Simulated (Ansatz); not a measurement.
# Li7Sb: the cost of one run

Method: DFT PBE, scalar-relativistic, plane waves, PAW, in Ansatz 0.2.0.

## Step 1: The structure to begin with

It takes space group R-3m (No. 166, trigonal). The conventional cell has a = 5.709 Å, b = 5.709 Å, c = 11.253 Å, α = 90.00°, β = 90.00°, γ = 120.00°. Li (site symmetry 2/m) has 2 Li at 1.73 Å as nearest neighbours. Li (site symmetry 3m) has 4 Li at 1.73 to 1.92 Å as nearest neighbours. Around Li (site symmetry 3m) lie 1 Li at 1.92 Å. Sb (site symmetry -3m) is surrounded by 8 Li at 2.40 to 2.50 Å.

Structure file:

```xyz
8
Lattice="2.8547 1.6482 3.7511 -2.8547 1.6482 3.7511 0.0000 -3.2963 3.7511" Properties=species:S:1:pos:R:3 pbc="T T T"
Li    0.0000   -1.6482    1.8755
Li    1.4273    0.8241    1.8755
Li   -1.4273    0.8241    1.8755
Li    0.0000    0.0000    8.8499
Li    0.0000    0.0000    2.4034
Li    0.0000    0.0000    4.3237
Li    0.0000    0.0000    6.9296
Sb    0.0000    0.0000    0.0000
```

Recipe of the guess: random cell by space group and Wyckoff sites (R-3m, No. 166). Its size is a rough estimate.

## Step 2: The guess as it stands, on a coarse mesh

The input, input.yaml:

```yaml
crystal:
  lattice:
    - [2.85468642, 1.64815397, 3.75109816]
    - [-2.85468642, 1.64815397, 3.75109816]
    - [0.0, -3.29630794, 3.75109816]
  atoms:
    - { symbol: Li, position: [0.0, 0.0, 0.5] }
    - { symbol: Li, position: [0.5, 0.0, 0.0] }
    - { symbol: Li, position: [0.0, 0.5, 0.0] }
    - { symbol: Li, position: [0.78642437, 0.78642437, 0.78642437] }
    - { symbol: Li, position: [0.21357563, 0.21357563, 0.21357563] }
    - { symbol: Li, position: [0.38421836, 0.38421836, 0.38421836] }
    - { symbol: Li, position: [0.61578164, 0.61578164, 0.61578164] }
    - { symbol: Sb, position: [0.0, 0.0, 0.0] }
basis:
  ecutwfc: 420
kpoints:
  mp_grid: { grid: [6, 6, 6] }
hamiltonian:
  xc: pbe
scf:
  occupations: { method: gaussian, width: 0.1 }
  lower_state_search: "off"
output:
  forces: true
  stress: true
  eigenvalues: true
```

Launch:

```console
$ ansatz run input.yaml --threads 1 --pin off --max-ram 2560MiB --backend cpu --events-out ev --progress --plain --runs-dir out
```

What time and memory should one allow on 1 thread of Arm Neoverse V1, shared host?

About 5.7 s, with a peak of 0.38 GiB.
